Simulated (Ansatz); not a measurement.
**C₂H₉AlOSi: up Jacob's ladder to CCSD(T)**

An exercise on one series of results from a longer session: the logs are not shown, and one member is left open.

Computed with Ansatz 0.2.0, Gaussian basis. Level: functionals in def2-TZVPP, the program's frozen cores in correlated methods.

Levels to be run: PBE-D4, r2SCAN-D4, PBE0-D4, B3LYP-D4, ωB97X-V, ωB97M-V, B2PLYP; CCSD(T)/def2-TZVPP; MP2/def2-QZVPP; extrapolation to the limit.

### The geometry

The geometry comes from an earlier relaxation with PBE0-D4 in a triple-zeta def2 set; it is a stationary point, not always the lowest conformer.

SMILES `CO[SiH2][AlH][CH3]`, 14 atoms, charge 0, spin multiplicity 1.

Atoms are counted from 1 here; the program's logs count them from 0.

Bond lengths: C1–O2 1.404 Å, C1–H6 1.099 Å, C1–H7 1.092 Å, C1–H8 1.097 Å, O2–Si3 1.660 Å, Si3–Al4 2.475 Å, Si3–H9 1.501 Å, Si3–H10 1.490 Å, Al4–C5 1.956 Å, Al4–H11 1.595 Å, C5–H12 1.093 Å, C5–H13 1.093 Å, C5–H14 1.097 Å. Angles: O2–C1–H6 111.9°, O2–C1–H7 108.5°, O2–C1–H8 111.6°, H6–C1–H7 108.1°, H6–C1–H8 108.2°, H7–C1–H8 108.4°, C1–O2–Si3 121.1°, O2–Si3–Al4 112.9°, O2–Si3–H9 109.3°, O2–Si3–H10 104.8°, Al4–Si3–H9 111.0°, Al4–Si3–H10 112.0°, H9–Si3–H10 106.5°, Si3–Al4–C5 121.4°, Si3–Al4–H11 118.9°, C5–Al4–H11 119.6°, Al4–C5–H12 112.3°, Al4–C5–H13 112.6° and more.

The first run:

in.yaml reads:

```yaml
crystal:
  periodic: [false, false, false]
  atoms:
    - {symbol: C, position_ang: [-0.964392, 0.453601, 1.868903]}
    - {symbol: O, position_ang: [0.140455, -0.413057, 1.885801]}
    - {symbol: Si, position_ang: [0.341053, -1.570467, 0.712934]}
    - {symbol: Al, position_ang: [0.617245, -0.607714, -1.550445]}
    - {symbol: C, position_ang: [0.547100, 1.323131, -1.853546]}
    - {symbol: H, position_ang: [-1.036121, 1.007101, 0.922156]}
    - {symbol: H, position_ang: [-0.849631, 1.177644, 2.677849]}
    - {symbol: H, position_ang: [-1.905487, -0.089206, 2.021500]}
    - {symbol: H, position_ang: [-0.816978, -2.524021, 0.753409]}
    - {symbol: H, position_ang: [1.541304, -2.343235, 1.141150]}
    - {symbol: H, position_ang: [0.841933, -1.592306, -2.785310]}
    - {symbol: H, position_ang: [1.172799, 1.634626, -2.694327]}
    - {symbol: H, position_ang: [0.838736, 1.898216, -0.971023]}
    - {symbol: H, position_ang: [-0.481215, 1.616288, -2.100251]}
basis:
  gaussian: {orbitals: def2-TZVPP}
hamiltonian: {xc: pbe, dispersion: d4}
output: {forces: true, orbitals: {seedname: orbitals}}
```

Launch:

```
ansatz run in.yaml --threads 4 --pin off --events-out ev --progress --plain --max-ram 10444MiB
```

Among the steps run: PBE-D4 (GGA); r2SCAN-D4 (meta-GGA); PBE0-D4 (hybrid); B3LYP-D4 (hybrid); ωB97X-V (range-separated); ωB97M-V (range-separated); B2PLYP (double hybrid); CCSD(T) in def2-TZVPP; MP2 in def2-QZVPP.

One of the session's tables, all rows but one given; the rest of the session is left out.

| method | atomisation energy (kcal/mol) |
| --- | --- |
| PBE-D4 | 1153.3 |
| r2SCAN-D4 | 1148.8 |
| PBE0-D4 | ? |
| B3LYP-D4 | 1146.1 |
| ωB97X-V | 1151.7 |
| ωB97M-V | 1148.3 |
| B2PLYP | 1133.0 |
| HF/def2-TZVPP | 858.0 |
| MP2/def2-TZVPP | 1126.8 |
| CCSD/def2-TZVPP | 1107.9 |
| CCSD(T)/def2-TZVPP | 1120.6 |
| MP2/CBS | 1154.9 |
| CCSD(T)/CBS | 1148.7 |

Estimate the missing values for PBE0-D4.

The run gave: atomisation energy (kcal/mol): 1141.4. In the column «atomisation energy (kcal/mol)» it lies between B2PLYP (1133.0) and B3LYP-D4 (1146.1).
